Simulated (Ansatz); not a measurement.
# BClH2Zn: vertical ionisation energy

One table from this session's results is given with a row withheld; the runs are named, their logs left out.

Computed with Ansatz 0.2.0, Gaussian basis. Level: unrestricted cation, the program's frozen cores in correlated methods.

Levels to be run: UKS PBE-D4/def2-TZVPP; UKS r2SCAN-D4/def2-TZVPP; UKS PBE0-D4/def2-TZVPP; UKS B3LYP-D4/def2-TZVPP; UKS wB97X-V/def2-TZVPP; UKS wB97M-V/def2-TZVPP; UKS B2PLYP (frozen core with 3s3p of Cu, Zn)/def2-TZVPP; UHF-CCSD(T) with 3s3p of Cu, Zn/def2-TZVPP; UHF-MP2 with 3s3p of Cu, Zn/def2-QZVPP; extrapolation to the limit; then −ε(HOMO) from the neutral's earlier runs with LDA (SPW92), PBE-D4, revPBE-D4, BLYP-D4, r2SCAN-D4, B97M-V, PBE0-D4, B3LYP-D4, r2SCANh-D4, r2SCAN0-D4, HSE06-D4, BHLYP-D4, CAM-B3LYP-D4, LC-ωPBE, ωB97X-V, ωB97M-V.

### The geometry

An earlier PBE0-D4 in a triple-zeta def2 set relaxation fixed the geometry.

5 atoms, charge 0, spin multiplicity 1.

Atoms are counted from 1 here; the program's logs count them from 0.

Bond lengths: Cl1–B2 1.753 Å, B2–Zn3 2.081 Å, B2–H4 1.197 Å, Zn3–H5 1.554 Å. Angles: Cl1–B2–Zn3 119.7°, Cl1–B2–H4 113.2°, Zn3–B2–H4 127.1°, B2–Zn3–H5 179.4°.

The first run:

in.yaml reads:

```yaml
crystal:
  periodic: [false, false, false]
  atoms:
    - {symbol: Cl, position_ang: [-0.745312, -1.438884, 1.490732]}
    - {symbol: B, position_ang: [-0.686605, -0.470460, 0.030326]}
    - {symbol: Zn, position_ang: [0.949679, 0.766399, -0.321236]}
    - {symbol: H, position_ang: [-1.645852, -0.615891, -0.671370]}
    - {symbol: H, position_ang: [2.177888, 1.685236, -0.569853]}
basis:
  gaussian: {orbitals: def2-TZVPP}
total_charge: 1
magnetization: {spin_polarized: true, initial_magnetization: 1}
hamiltonian: {xc: pbe, dispersion: d4}
```

Run with:

```sh
$ ansatz run in.yaml --threads 2 --pin off --events-out ev --progress --plain --max-ram 4352MiB
```

Among the steps run: Cation, UKS PBE-D4/def2-TZVPP; Cation, UKS r2SCAN-D4/def2-TZVPP; Cation, UKS PBE0-D4/def2-TZVPP; Cation, UKS B3LYP-D4/def2-TZVPP; Cation, UKS wB97X-V/def2-TZVPP; Cation, UKS wB97M-V/def2-TZVPP; Cation, UKS B2PLYP (frozen core with 3s3p of Cu, Zn)/def2-TZVPP; Cation, UHF-CCSD(T) with 3s3p of Cu, Zn/def2-TZVPP; Cation, UHF-MP2 with 3s3p of Cu, Zn/def2-QZVPP.

One of the session's tables, all rows but one given; the rest of the session is left out.

Orbital estimates, from the neutral's runs:

```
  functional  −ε(HOMO) (eV)
 LDA (SPW92)           6.00
      PBE-D4           5.89
   revPBE-D4           5.85
     BLYP-D4           5.78
   r2SCAN-D4           6.13
      B97M-V           6.16
     PBE0-D4           7.00
    B3LYP-D4           6.83
  r2SCANh-D4           6.54
  r2SCAN0-D4              ?
    HSE06-D4           6.60
    BHLYP-D4           8.04
CAM-B3LYP-D4           8.33
     LC-ωPBE           9.67
     ωB97X-V           9.30
     ωB97M-V           9.12
```

Estimate the missing values for r2SCAN0-D4.

Worked estimate for «−ε(HOMO) (eV)». Against the share of exact exchange, r2SCAN-D4 (0, 6.13), r2SCANh-D4 (0.1, 6.54) give a slope of 4.10 per unit share; at 0.25 the line stands at 7.15.

**Answer.** −ε(HOMO) (eV): 7.16. In «−ε(HOMO) (eV)» the line misses by -0.01.

Caveats from the session: The cation may have settled in a state other than its lowest; no search over hole states beyond the program's own was made.
